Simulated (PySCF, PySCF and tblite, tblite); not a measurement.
**C₅H₁₀GeO: conformers and averaged spectra**

Aim: find the conformers of C₅H₁₀GeO (`[GeH3][C@@H]1C[C@@H]2O[C@@H]2C1`), weigh them, and average their properties.

Programs: PySCF 2.14.0 with density-fitted response routines of our own, and tblite 0.8.0. All values are computed, except where a source is named. Atoms count from 0 throughout.

## 1. The molecule as given

17 atoms, charge 0, multiplicity 1; geometry from: UFF geometry.

Bonds of the start (Å): C1–C2 1.53, C1–C6 1.53, C1–H10 1.09, C2–C3 1.51, C2–H11 1.09, C2–H12 1.09, C3–C5 1.46, C3–H13 1.08, C3–O4 1.40, C5–C6 1.51, C5–H14 1.08, C6–H15 1.09, C6–H16 1.09, Ge0–C1 1.99, Ge0–H7 1.52, Ge0–H8 1.52, Ge0–H9 1.51, O4–C5 1.40.

## 2. GFN2-xTB relaxation, conformer 1

The job: settings as JSON, then the geometry in Å.

```
{"job": {"xc": "GFN2-xTB", "basis": "xTB", "kind": "relax"}, "charge": 0, "multiplicity": 1}
Ge     1.210700     0.369600     1.629900
C      0.149900    -0.786500     0.406400
C      0.660200    -0.678900    -1.036300
C     -0.124100     0.492400    -1.580800
O     -0.231600     1.578000    -0.702300
C     -1.312900     0.690000    -0.754600
C     -1.318100    -0.344800     0.345700
H      0.517300     0.373600     2.984500
H      2.562000    -0.306600     1.835600
H      1.473700     1.792400     1.215300
H      0.228900    -1.813600     0.771100
H      0.416900    -1.568000    -1.624300
H      1.737800    -0.513300    -1.082100
H     -0.085500     0.735700    -2.635800
H     -2.243500     1.092900    -1.135500
H     -1.979300    -1.165400     0.054300
H     -1.665500     0.063700     1.295900
```

Command:

```
OMP_NUM_THREADS=1 python ens_run.py task.json out
```

This one command runs the whole study; its stages follow in the order run.

Log:

```text
step      E/eV     max force
  0    -592.48276    0.297
  1    -592.48609    0.216
  2    -592.49006    0.167
  3    -592.49054    0.136
  4    -592.49118    0.058
  5    -592.49126    0.046
  6    -592.49135    0.014
  7    -592.49137    0.013
  8    -592.49142    0.018
  9    -592.49146    0.020
 10    -592.49152    0.021
 11    -592.49159    0.021
 12    -592.49166    0.017
 13    -592.49172    0.017
 14    -592.49176    0.015
 15    -592.49181    0.016
 16    -592.49187    0.019
 17    -592.49196    0.022
 18    -592.49207    0.026
 19    -592.49222    0.031
 20    -592.49239    0.031
 21    -592.49257    0.032
 22    -592.49279    0.033
 23    -592.49305    0.040
 24    -592.49333    0.047
 25    -592.49362    0.053
 26    -592.49403    0.061
 27    -592.49485    0.084
 28    -592.49596    0.232
 29    -592.49845    0.160
 30    -592.50315    0.251
 31    -592.50369    0.471
 32    -592.51363    0.222
 33    -592.51925    0.151
 34    -592.52620    0.356
 35    -592.53404    0.197
 36    -592.54446    0.105
 37    -592.55052    0.125
 38    -592.55306    0.108
 39    -592.55698    0.109
 40    -592.56100    0.149
 41    -592.56398    0.109
 42    -592.56611    0.120
 43    -592.56848    0.131
 44    -592.57171    0.124
 45    -592.57533    0.098
 46    -592.57775    0.079
 47    -592.57910    0.091
 48    -592.58019    0.097
 49    -592.58132    0.103
 50    -592.58245    0.069
 51    -592.58323    0.045
 52    -592.58374    0.053
 53    -592.58413    0.064
 54    -592.58449    0.052
 55    -592.58490    0.043
 56    -592.58530    0.043
 57    -592.58562    0.044
 58    -592.58590    0.043
 59    -592.58610    0.028
 60    -592.58622    0.020
 61    -592.58630    0.019
 62    -592.58635    0.020
 63    -592.58641    0.016
 64    -592.58646    0.013
 65    -592.58649    0.012
 66    -592.58652    0.010
 67    -592.58653    0.009
 68    -592.58655    0.010
 69    -592.58657    0.009
 70    -592.58658    0.007
 71    -592.58659    0.008
 72    -592.58660    0.008
 73    -592.58661    0.009
 74    -592.58662    0.005
 75    -592.58663    0.005
 76    -592.58663    0.006
 77    -592.58664    0.008
 78    -592.58664    0.005
 79    -592.58664    0.002
```

Run time: 0.46 s. Hardware: 1 thread of Arm Neoverse V1, shared host.

Relaxing gained 0.104 eV and moved the atoms by 0.49 Å on average (rms).

## 3. Shieldings, conformer 1: WP04/pcSseg-1 in acetonitrile

The job: settings as JSON, then the geometry in Å.

```
{"job": {"xc": "WP04", "basis": "pcSseg-1", "solvent": "acetonitrile", "kind": "nmr", "pop": true}, "charge": 0, "multiplicity": 1}
Ge     1.189201     0.410258     1.532329
C      0.218891    -0.873326     0.349588
C      0.646392    -0.628632    -1.101438
C     -0.159224     0.599095    -1.458691
O     -0.246124     1.549115    -0.431792
C     -1.320901     0.661045    -0.575913
C     -1.273463    -0.525390     0.358969
H      0.263907     1.314392     2.274899
H      1.953735    -0.359494     2.589474
H      2.208365     1.209722     0.792632
H      0.393238    -1.905650     0.651956
H      0.348645    -1.448201    -1.761574
H      1.720660    -0.470088    -1.199592
H     -0.153370     0.991496    -2.467965
H     -2.266765     1.103858    -0.862191
H     -1.885205    -1.328649    -0.061232
H     -1.641065    -0.288343     1.357705
```

Log:

```text
coarse grid: 63216 points
cycle   1  E = -2366.0465178966  dE =  3.460e-01  |g| = 9.474e-01  |ddm| = 3.851e+00
cycle   2  E = -2365.7641953349  dE =  2.823e-01  |g| = 1.494e+00  |ddm| = 1.876e+00
cycle   3  E = -2366.1985661626  dE = -4.344e-01  |g| = 1.963e-01  |ddm| = 1.397e+00
cycle   4  E = -2366.2039710417  dE = -5.405e-03  |g| = 9.496e-02  |ddm| = 1.857e-01
cycle   5  E = -2366.2059126471  dE = -1.942e-03  |g| = 1.704e-02  |ddm| = 8.796e-02
cycle   6  E = -2366.2059646885  dE = -5.204e-05  |g| = 6.537e-03  |ddm| = 1.928e-02
cycle   7  E = -2366.2059745716  dE = -9.883e-06  |g| = 9.815e-04  |ddm| = 5.536e-03
final grid: 134008 points
cycle   8  E = -2366.2059239978  dE = -1.489e-07  |g| = 1.342e-03  |ddm| = 5.792e-03
cycle   9  E = -2366.2059234172  dE =  5.806e-07  |g| = 2.049e-03  |ddm| = 2.764e-03
cycle  10  E = -2366.2059244438  dE = -1.027e-06  |g| = 1.223e-04  |ddm| = 1.683e-03
cycle  11  E = -2366.2059244464  dE = -2.603e-09  |g| = 3.409e-05  |ddm| = 1.319e-04
cycle  12  E = -2366.2059244466  dE = -1.905e-10  |g| = 9.353e-06  |ddm| = 2.676e-05
converged SCF energy = -2366.2059244466

GIAO shielding tensors (ppm)
atom      isotropic    diamagn.    paramagn.     s11        s22        s33       span
  0 Ge    1450.167    2760.018   -1309.852   1310.315   1425.117   1615.068    304.754
  1 C      152.740     251.623     -98.883    141.893    156.005    160.323     18.429
  2 C      138.561     249.697    -111.136    124.605    137.295    153.784     29.178
  3 C      119.738     252.828    -133.091     68.307    120.537    170.368    102.061
  4 O      311.495     404.073     -92.578    169.247    371.156    394.083    224.836
  5 C      119.742     252.837    -133.095     68.318    120.535    170.374    102.057
  6 C      138.576     249.686    -111.110    124.587    137.332    153.809     29.222
  7 H       29.131      30.982      -1.851     22.316     25.969     39.108     16.792
  8 H       28.791      30.002      -1.210     21.931     23.478     40.965     19.034
  9 H       29.132      30.983      -1.851     22.316     25.976     39.105     16.789
 10 H       30.516      31.603      -1.087     26.444     27.617     37.488     11.045
 11 H       30.171      30.251      -0.081     25.847     26.961     37.703     11.856
 12 H       29.894      30.907      -1.012     25.607     28.161     35.916     10.309
 13 H       28.659      30.325      -1.665     22.257     25.866     37.855     15.598
 14 H       28.658      30.323      -1.665     22.260     25.863     37.852     15.592
 15 H       30.172      30.250      -0.078     25.843     26.967     37.706     11.863
 16 H       29.893      30.900      -1.007     25.609     28.155     35.916     10.308
```

Wall time 31 s (1 thread of Arm Neoverse V1, shared host); peak memory 1.1 GiB.

This run: HOMO -8.60 eV, LUMO -0.24 eV; dipole 3.70 D.

## 4. Single-point energy, conformer 1: PBE0/def2-SVP in acetonitrile

The job, as its differences from that of step 3:

```diff
@@ -1,2 +1,2 @@
-{"job": {"xc": "WP04", "basis": "pcSseg-1", "solvent": "acetonitrile", "kind": "nmr", "pop": true}, "charge": 0, "multiplicity": 1}
+{"job": {"xc": "PBE0", "basis": "def2-SVP", "solvent": "acetonitrile", "kind": "sp"}, "charge": 0, "multiplicity": 1}
 Ge     1.189201     0.410258     1.532329
```

Log:

```text
coarse grid: 63216 points
cycle   1  E = -2347.6308314962  dE =  5.087e-01  |g| = 6.067e-01  |ddm| = 4.295e+00
cycle   2  E = -2347.5728984272  dE =  5.793e-02  |g| = 8.292e-01  |ddm| = 1.451e+00
cycle   3  E = -2347.6945400835  dE = -1.216e-01  |g| = 9.965e-02  |ddm| = 9.532e-01
cycle   4  E = -2347.6960877106  dE = -1.548e-03  |g| = 3.511e-02  |ddm| = 1.131e-01
cycle   5  E = -2347.6962922957  dE = -2.046e-04  |g| = 6.556e-03  |ddm| = 4.229e-02
cycle   6  E = -2347.6963005385  dE = -8.243e-06  |g| = 2.751e-03  |ddm| = 1.072e-02
final grid: 134008 points
cycle   7  E = -2347.6962768342  dE =  1.309e-06  |g| = 3.645e-03  |ddm| = 8.805e-03
cycle   8  E = -2347.6962740795  dE =  2.755e-06  |g| = 4.929e-03  |ddm| = 9.108e-03
cycle   9  E = -2347.6962800702  dE = -5.991e-06  |g| = 2.626e-04  |ddm| = 5.378e-03
cycle  10  E = -2347.6962800812  dE = -1.101e-08  |g| = 3.027e-05  |ddm| = 2.551e-04
cycle  11  E = -2347.6962800814  dE = -1.532e-10  |g| = 1.013e-05  |ddm| = 3.737e-05
converged SCF energy = -2347.6962800814
```

Run time: 11 s. Hardware: 1 thread of Arm Neoverse V1, shared host; peak memory 0.81 GiB.

Key values: HOMO -7.36 eV, LUMO 1.47 eV; dipole 3.63 D.

## 5. Couplings, conformer 1: B3LYP/6-31G*+pcJ-1

The job, as its differences from that of step 4:

```diff
@@ -1,2 +1,2 @@
-{"job": {"xc": "PBE0", "basis": "def2-SVP", "solvent": "acetonitrile", "kind": "sp"}, "charge": 0, "multiplicity": 1}
+{"job": {"xc": "B3LYP", "basis": {"default": "6-31G*", "H": "pcJ-1"}, "nuclei": ["H", "F", "P", "Si", "B"], "kind": "j"}, "charge": 0, "multiplicity": 1}
 Ge     1.189201     0.410258     1.532329
```

Log:

```text
coarse grid: 63216 points
cycle   1  E = -2348.3908836792  dE =  5.368e-01  |g| = 7.303e-01  |ddm| = 3.695e+00
cycle   2  E = -2348.2529143566  dE =  1.380e-01  |g| = 1.124e+00  |ddm| = 1.633e+00
cycle   3  E = -2348.4820258719  dE = -2.291e-01  |g| = 1.600e-01  |ddm| = 1.143e+00
cycle   4  E = -2348.4860965705  dE = -4.071e-03  |g| = 4.777e-02  |ddm| = 1.500e-01
cycle   5  E = -2348.4864765208  dE = -3.800e-04  |g| = 1.278e-02  |ddm| = 5.399e-02
cycle   6  E = -2348.4865117764  dE = -3.526e-05  |g| = 4.719e-03  |ddm| = 1.689e-02
cycle   7  E = -2348.4865168566  dE = -5.080e-06  |g| = 3.055e-04  |ddm| = 4.548e-03
final grid: 134008 points
cycle   8  E = -2348.4864875985  dE = -1.709e-07  |g| = 3.486e-04  |ddm| = 3.908e-03
cycle   9  E = -2348.4864875796  dE =  1.886e-08  |g| = 4.530e-04  |ddm| = 7.564e-04
cycle  10  E = -2348.4864876291  dE = -4.944e-08  |g| = 4.380e-05  |ddm| = 4.061e-04
cycle  11  E = -2348.4864876294  dE = -3.879e-10  |g| = 1.723e-05  |ddm| = 5.709e-05
converged SCF energy = -2348.4864876294

Indirect spin-spin couplings (Hz)
  i      j    bonds     total        FC       PSO       DSO        SD
  7 H    8 H    2     10.346    13.581     0.632    -3.867         -
  7 H    9 H    2      3.135     7.160     0.673    -4.698         -
  7 H   10 H    3      0.243     2.346     0.777    -2.881         -
  7 H   11 H    4      0.760     2.062     0.998    -2.300         -
  7 H   12 H    4     -1.508     0.789     0.647    -2.944         -
  7 H   13 H    5     -0.664    -0.006     0.925    -1.583         -
  7 H   14 H    5      0.527     0.335     0.398    -0.206         -
  7 H   15 H    4     -0.386    -0.053     0.800    -1.133         -
  7 H   16 H    4      1.502    -0.079    -1.116     2.696         -
  8 H    9 H    2     10.354    13.588     0.632    -3.866         -
  8 H   10 H    3      3.361     3.101    -0.249     0.508         -
  8 H   11 H    4      0.771     1.740     0.700    -1.669         -
  8 H   12 H    4     -0.432     0.707     0.106    -1.245         -
  8 H   13 H    5     -0.583     0.828     0.842    -2.254         -
  8 H   14 H    5     -0.578     0.833     0.843    -2.254         -
  8 H   15 H    4      0.768     1.737     0.700    -1.669         -
  8 H   16 H    4     -0.433     0.709     0.107    -1.249         -
  9 H   10 H    3      0.250     2.355     0.778    -2.882         -
  9 H   11 H    4     -0.380    -0.048     0.800    -1.132         -
  9 H   12 H    4      1.507    -0.076    -1.118     2.701         -
  9 H   13 H    5      0.530     0.335     0.396    -0.201         -
  9 H   14 H    5     -0.662    -0.005     0.926    -1.583         -
  9 H   15 H    4      0.751     2.052     0.998    -2.298         -
  9 H   16 H    4     -1.507     0.785     0.647    -2.939         -
 10 H   11 H    3      7.492     7.010    -0.038     0.521         -
 10 H   12 H    3      0.727     0.521     0.608    -0.402         -
 10 H   15 H    3      7.497     7.014    -0.040     0.523         -
 10 H   16 H    3      0.725     0.520     0.609    -0.403         -
 11 H   12 H    2    -12.878   -12.979     1.801    -1.700         -
 11 H   13 H    3      1.269     1.211     0.326    -0.269         -
 11 H   14 H    4     -0.333    -0.001     0.865    -1.197         -
 11 H   16 H    4     -0.797    -0.387     1.232    -1.642         -
 12 H   13 H    3      1.094     1.038     0.534    -0.478         -
 12 H   14 H    4     -0.590    -0.008     1.493    -2.075         -
 12 H   15 H    4     -0.797    -0.388     1.232    -1.642         -
 12 H   16 H    4     -0.752    -0.142     1.329    -1.939         -
 13 H   14 H    3      2.701     2.776     0.445    -0.520         -
 13 H   15 H    4     -0.333    -0.001     0.867    -1.200         -
 13 H   16 H    4     -0.588    -0.005     1.494    -2.076         -
 14 H   15 H    3      1.270     1.213     0.326    -0.269         -
 14 H   16 H    3      1.090     1.035     0.534    -0.480         -
 15 H   16 H    2    -12.877   -12.977     1.802    -1.701         -
```

Wall time 41 s (1 thread of Arm Neoverse V1, shared host); peak memory 1.1 GiB.

Key values: HOMO -7.05 eV, LUMO 1.06 eV; dipole 2.79 D.

## 6. The ensemble: properties at WP04/pcSseg-1 in acetonitrile

The job: settings as JSON, then the geometry in Å.

```
{"job": {"study": "conf", "smiles": "[GeH3][C@@H]1C[C@@H]2O[C@@H]2C1", "search": {"seed": 5028, "n_embed": 60, "ff_keep": 14, "window": 3.0, "nmax": 6, "temps": [150, 200, 250, 298.15, 400], "t_ref": 298.15, "order": 0.002}, "level": {"nmr": {"xc": "WP04", "basis": "pcSseg-1", "solvent": "acetonitrile"}, "sp": {"xc": "PBE0", "basis": "def2-SVP", "solvent": "acetonitrile"}, "j": {"xc": "B3LYP", "basis": {"default": "6-31G*", "H": "pcJ-1"}, "nuclei": ["H", "F", "P", "Si", "B"]}}, "kind": "conf"}, "charge": 0, "multiplicity": 1}
Ge     1.189201     0.410258     1.532329
C      0.218891    -0.873326     0.349588
C      0.646392    -0.628632    -1.101438
C     -0.159224     0.599095    -1.458691
O     -0.246124     1.549115    -0.431792
C     -1.320901     0.661045    -0.575913
C     -1.273463    -0.525390     0.358969
H      0.263907     1.314392     2.274899
H      1.953735    -0.359494     2.589474
H      2.208365     1.209722     0.792632
H      0.393238    -1.905650     0.651956
H      0.348645    -1.448201    -1.761574
H      1.720660    -0.470088    -1.199592
H     -0.153370     0.991496    -2.467965
H     -2.266765     1.103858    -0.862191
H     -1.885205    -1.328649    -0.061232
H     -1.641065    -0.288343     1.357705
```

Log:

```text
conformer  sym    E(xTB)   E(DFT)   G(298.15 K)  weight  dipole/D
    1     Cs      0.000    0.000    0.000   1.0000    3.632

mean shielding (ppm) by class
class atoms           150 K      200 K      250 K   298.15 K      400 K
  0 Ge 0           1450.167   1450.167   1450.167   1450.167   1450.167
  1 C  1             152.74     152.74     152.74     152.74     152.74
  2 C  2,6          138.569    138.569    138.569    138.569    138.569
  3 C  3,5           119.74     119.74     119.74     119.74     119.74
  4 O  4            311.495    311.495    311.495    311.495    311.495
  5 H  7,8,9         29.018     29.018     29.018     29.018     29.018
  6 H  10            30.516     30.516     30.516     30.516     30.516
  7 H  11,15         30.171     30.171     30.171     30.171     30.171
  8 H  12,16         29.894     29.894     29.894     29.894     29.894
  9 H  13,14         28.659     28.659     28.659     28.659     28.659
```

Run time: 86 s. Hardware: 1 thread of Arm Neoverse V1, shared host. This counts the runs that the step sums up.

The search (ETKDG and KDG, UFF, GFN2-xTB) embedded 60 structures, kept 2 distinct ones after the force field and 1 after xTB; 1 was carried on (window 3.0 kcal/mol at the search's own energies). Energies: PBE0/def2-SVP in acetonitrile with D3(BJ).

Conformer by conformer (298 K):

| no. | group | mirror pair | ΔE xTB | ΔE DFT | ΔG | weight (%) | μ (D) | A, B, C (GHz) |
| --- | --- | --- | --- | --- | --- | --- | --- | --- |
| 1 | Cs | no | 0.00 | 0.00 | 0.00 | 100.0 | 3.63 | 3.47, 1.39, 1.35 |

Energies in kcal/mol. ΔG holds xTB vibrations and rotation, symmetry numbers and mirror pairs.

Shifts against references run at the same level ($^{1}$H TMS 31.98, $^{13}$C TMS 175.9 ppm of shielding), by class of atoms, at 298 K:

```
     atoms                          environment    average
    C3, C5                  epoxide ring carbon       56.2
    C2, C6                    sp3 CH2 in a ring       37.4
        C1                  sp3 CH bonded to Ge       23.2
  H13, H14   hydrogen on an epoxide ring carbon       3.32
H7, H8, H9  hydrogen on a germanium bonded to C       2.96
  H12, H16     hydrogen on an sp3 CH2 in a ring       2.08
  H11, H15     hydrogen on an sp3 CH2 in a ring       1.81
       H10   hydrogen on an sp3 CH bonded to Ge       1.46
       Ge0           germanium bonded to C, 3 H   1450 (σ)
        O4                         ether oxygen  311.5 (σ)
```

Couplings (Hz, B3LYP/6-31G*+pcJ-1; one pair named for each class), from conformers that hold 100 % of the weight:

```
   pair  bonds  average
H11–H12      2    -12.9
  H7–H8      2      7.9
H10–H11      3      7.5
H13–H14      3      2.7
 H7–H10      3      1.3
H11–H13      3      1.3
H12–H13      3      1.1
H10–H12      3      0.7
H11–H16      4     -0.8
H12–H16      4     -0.8
H12–H14      4     -0.6
```

Effective distances for nuclear Overhauser effects, ⟨r⁻⁶⟩^(−1/6) over all pairs of two classes (Å): H11···H12 1.99; H10···H11 2.46; H10···H12 2.69; H11···H13 2.86; H12···H13 2.99; H7···H12 3.10; H7···H10 3.26.

## 7. Summary of results

```
                                                quantity                                                 value
                                              conformers  1; the first in weight is no. 1 (Cs), 100 % at 298 K
                                 root-mean-square dipole                                                3.63 D
averaged $^{13}$C shifts (WP04/pcSseg-1 in acetonitrile)                                  56.2, 37.4, 23.2 ppm
 averaged $^{1}$H shifts (WP04/pcSseg-1 in acetonitrile)                      3.32, 2.96, 2.08, 1.81, 1.46 ppm
```

What this shows: The search found one conformer in the window, so the averages are its own values. Spin-orbit coupling is left out, which matters at and beside the heavy atoms.
